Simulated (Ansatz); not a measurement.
# CH₄ClFGeSi: one species, many methods

The task here is to estimate one member of a computed series from the others.

Computed with Ansatz 0.2.0, Gaussian basis. Level: functionals in def2-TZVPP, the program's frozen cores in correlated methods.

Levels to be run: PBE-D4, r2SCAN-D4, PBE0-D4, B3LYP-D4, ωB97X-V, ωB97M-V, B2PLYP; CCSD(T)/def2-TZVPP; MP2/def2-QZVPP; extrapolation to the limit.

**Structure used throughout**

All runs share one geometry, relaxed beforehand with PBE0-D4 in a triple-zeta def2 set.

SMILES `F[Si@H]1[GeH2][C@@H]1Cl`, 9 atoms, charge 0, spin multiplicity 1.

Atoms are counted from 1 here; the program's logs count them from 0.

Bond lengths: F1–Si2 1.595 Å, Si2–Ge3 2.302 Å, Si2–C4 1.856 Å, Si2–H6 1.478 Å, Ge3–C4 2.044 Å, Ge3–H7 1.530 Å, Ge3–H8 1.529 Å, C4–Cl5 1.761 Å, C4–H9 1.091 Å. Angles: F1–Si2–Ge3 128.0°, F1–Si2–C4 119.7°, F1–Si2–H6 109.8°, Ge3–Si2–C4 57.7°, Ge3–Si2–H6 116.9°, C4–Si2–H6 115.1°, Si2–Ge3–C4 50.1°, Si2–Ge3–H7 118.0°, Si2–Ge3–H8 127.6°, C4–Ge3–H7 115.9°, C4–Ge3–H8 111.7°, H7–Ge3–H8 113.8°, Si2–C4–Ge3 72.2°, Si2–C4–Cl5 123.3°, Si2–C4–H9 114.6°, Ge3–C4–Cl5 125.0°, Ge3–C4–H9 106.2°, Cl5–C4–H9 110.3°.

The first run:

in.yaml reads:

```yaml
crystal:
  periodic: [false, false, false]
  atoms:
    - {symbol: F, position_ang: [-1.790423, -0.486558, 1.819232]}
    - {symbol: Si, position_ang: [-0.612885, 0.270015, 1.055119]}
    - {symbol: Ge, position_ang: [1.201437, -0.651240, -0.021658]}
    - {symbol: C, position_ang: [-0.503322, 0.171041, -0.794684]}
    - {symbol: Cl, position_ang: [-0.558512, 1.585073, -1.843328]}
    - {symbol: H, position_ang: [-0.436421, 1.622867, 1.622969]}
    - {symbol: H, position_ang: [2.468664, 0.197183, -0.145558]}
    - {symbol: H, position_ang: [1.383080, -2.101826, -0.469926]}
    - {symbol: H, position_ang: [-1.063019, -0.652758, -1.239266]}
basis:
  gaussian: {orbitals: def2-TZVPP}
hamiltonian: {xc: pbe, dispersion: d4}
output: {forces: true, orbitals: {seedname: orbitals}}
```

Run with:

```console
$ ansatz run in.yaml --threads 4 --pin off --events-out ev --progress --plain --max-ram 10444MiB
```

Among the steps run: PBE-D4 (GGA); r2SCAN-D4 (meta-GGA); PBE0-D4 (hybrid); B3LYP-D4 (hybrid); ωB97X-V (range-separated); ωB97M-V (range-separated); B2PLYP (double hybrid); CCSD(T) in def2-TZVPP; MP2 in def2-QZVPP.

One table of the session follows, with a row left open; its other results are not shown here.

It belongs to the step «Atomisation energies». 

```
            method  atomisation energy (kJ/mol)
            PBE-D4                       2922.3
         r2SCAN-D4                       2895.1
           PBE0-D4                       2869.7
          B3LYP-D4                            ?
           ωB97X-V                       2893.7
           ωB97M-V                       2870.3
            B2PLYP                       2822.6
     HF/def2-TZVPP                       2026.7
    MP2/def2-TZVPP                       2861.2
   CCSD/def2-TZVPP                       2746.7
CCSD(T)/def2-TZVPP                       2801.6
           MP2/CBS                       2947.3
       CCSD(T)/CBS                       2887.8
```

**Question.** Estimate the row for B3LYP-D4.

As computed: atomisation energy (kJ/mol): 2844.5. In the column «atomisation energy (kJ/mol)» it lies between B2PLYP (2822.6) and MP2/def2-TZVPP (2861.2).

Limits of these values: Free atoms (1 F, 1 Si, 1 Ge, 1 C, 1 Cl, 4 H) were run apart at each level; the atomisation energy is their sum less the molecule, without zero-point or spin-orbit terms.
